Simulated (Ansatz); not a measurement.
# CH5FGe (SMILES F[CH2][GeH3]): functionals against CCSD(T) at one geometry

An exercise on one series of results from a longer session: the logs are not shown, and one member is left open.

Method: single points in def2-TZVPP; program: Ansatz 0.2.0, Gaussian basis.

Cores are frozen in the correlated methods. Filled d shells of the heavier atoms are correlated.

## Starting geometry

SMILES `F[CH2][GeH3]`, 8 atoms, charge 0, spin multiplicity 1.

Atoms are counted from 1 here; the program's logs count them from 0.

Bond lengths: F1–C2 1.413 Å, C2–Ge3 2.023 Å, C2–H4 1.088 Å, C2–H5 1.125 Å, Ge3–H6 1.496 Å, Ge3–H7 1.471 Å, Ge3–H8 1.484 Å. Angles: F1–C2–Ge3 107.9°, F1–C2–H4 106.0°, F1–C2–H5 106.0°, Ge3–C2–H4 113.4°, Ge3–C2–H5 113.7°, H4–C2–H5 109.3°, C2–Ge3–H6 108.4°, C2–Ge3–H7 108.3°, C2–Ge3–H8 108.9°, H6–Ge3–H7 110.9°, H6–Ge3–H8 109.1°, H7–Ge3–H8 111.3°.

Coordinates:

```xyz
8
CH5FGe
F    -1.1710    1.3941   -0.7035
C    -0.5625    0.1277   -0.8568
Ge    0.5919   -0.2084    0.7704
H     0.0027    0.1774   -1.7847
H    -1.4045   -0.6091   -0.9729
H    -0.2771   -0.1511    1.9869
H     1.2119   -1.5354    0.6311
H     1.6194    0.8590    0.8583
```

The first run:

Contents of run/in.yaml:

```yaml
crystal:
  periodic: [false, false, false]
  atoms:
    - {symbol: F, position_ang: [-1.171000, 1.394100, -0.703500]}
    - {symbol: C, position_ang: [-0.562500, 0.127700, -0.856800]}
    - {symbol: Ge, position_ang: [0.591900, -0.208400, 0.770400]}
    - {symbol: H, position_ang: [0.002700, 0.177400, -1.784700]}
    - {symbol: H, position_ang: [-1.404500, -0.609100, -0.972900]}
    - {symbol: H, position_ang: [-0.277100, -0.151100, 1.986900]}
    - {symbol: H, position_ang: [1.211900, -1.535400, 0.631100]}
    - {symbol: H, position_ang: [1.619400, 0.859000, 0.858300]}
basis:
  gaussian: {orbitals: def2-TZVPP}
correlation: {method: ccsd_t}
output: {forces: true}
```

The command line of these runs was not kept.

Among the steps run: CCSD(T)/def2-TZVPP; PBE0-D4/def2-TZVPP; wB97M-V/def2-TZVPP; r2SCAN-D4/def2-TZVPP; PBE-D4/def2-TZVPP; B97M-V/def2-TZVPP; r2SCAN0-D4/def2-TZVPP.

One table of the session follows, with a row left open; its other results are not shown here.

```
    method  RMS force component (eV/Å)  angle to CCSD(T) forces (°)  dipole (D)
   CCSD(T)                       0.542                    reference        1.76
   PBE0-D4                       0.598                          9.0        1.73
   wB97M-V                       0.554                          2.1        1.77
 r2SCAN-D4                       0.541                          2.4        1.67
    PBE-D4                       0.576                         14.2        1.58
    B97M-V                           ?                            ?           ?
r2SCAN0-D4                       0.587                         11.9        1.78
```

Estimate the missing values for B97M-V.

**Answer.** RMS force component (eV/Å): 0.583; angle to CCSD(T) forces (°): 6.0; dipole (D): 1.65. In the column «RMS force component (eV/Å)» it lies between PBE-D4 (0.576) and r2SCAN0-D4 (0.587).
